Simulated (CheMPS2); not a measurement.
**H3Sn (SMILES [SnH3]) at DMRG-CASCI(13 orbitals)/def2-SVP (core potential, ground state)**

Aim: a single-point energy of H3Sn. 

The results are computed with CheMPS2 1.8.12.

## 1. The structure to begin with

The species is H3Sn (4 atoms), typed as a doublet with charge 0. As SMILES, `[SnH3]`. The start is not the relaxed shape.

Bond lengths: Sn1–H2 1.972 Å, Sn1–H3 1.715 Å, Sn1–H4 1.715 Å. Angles: H2–Sn1–H3 109.6°, H2–Sn1–H4 109.6°, H3–Sn1–H4 109.6°.

## 2. A single-point energy at DMRG-CASCI(13 orbitals)/def2-SVP (core potential, ground state)

The input, prepare.py:

```python
from pyscf import ao2mo, gto, mcscf, mp, scf
from pyscf.tools import fcidump

geom = """
Sn     0.30984327    -0.46295833    -0.94238374
H      1.99403901     0.02078699     2.34647293
H     -2.34559988    -2.27822925    -0.54988763
H     -0.51237656     2.41717325    -2.17939846
"""
mol = gto.M(
    atom=geom,
    basis="def2-svp",
    ecp="def2-svp",
    unit="bohr",
    charge=0,
    spin=1,
    verbose=4,
)
print("nao                            = %d" % (mol.nao))
mf = scf.ROHF(mol)
mf.conv_tol = 1e-10
mf.max_cycle = 200
mf.kernel()
if not mf.converged:
    mf = mf.newton().run(mf.mo_coeff, mf.mo_occ)
print(f"SCF energy                     = {mf.e_tot:.10f}")
# rotate to MP2 natural orbitals
occ_no, mo = mcscf.addons.make_natural_orbitals(mp.MP2(mf.to_uhf(), frozen=4).run())
mf.mo_coeff = mo
# write the integrals of the correlated orbitals
cas = mcscf.CASCI(mf, 13, 13)
h1, ecore = cas.get_h1eff()
fcidump.from_integrals("FCIDUMP", h1, cas.get_h2eff(), 13, 13, nuc=ecore, ms=1)
```

The input, chemps2.input:

```
FCIDUMP = FCIDUMP
GROUP = 0
MULTIPLICITY = 2
NELECTRONS = 13
IRREP = 0
EXCITATION = 0
SWEEP_STATES = 50, 75, 100, 100
SWEEP_ENERGY_CONV = 1e-05, 1e-05, 1e-05, 1e-07
SWEEP_MAX_SWEEPS = 2, 2, 3, 6
SWEEP_NOISE_PREFAC = 0.5, 0.5, 0.5, 0.0
SWEEP_DVDSON_RTOL = 3e-05, 3e-05, 3e-05, 3e-06
NOCC = 0
NACT = 13
NVIR = 0
MOLCAS_FIEDLER = TRUE
PRINT_CORR = TRUE
TMP_FOLDER = .
```

The run is started by

```
$ python prepare.py && chemps2 --file=chemps2.input
```

**Question.** What will come out? Wanted: total energy.

Computed results:

Level: DMRG-CASCI(13 orbitals)/def2-SVP (core potential, ground state), 6 core orbitals frozen.

```
    quantity          value
total energy  -215.09123 Eh
```
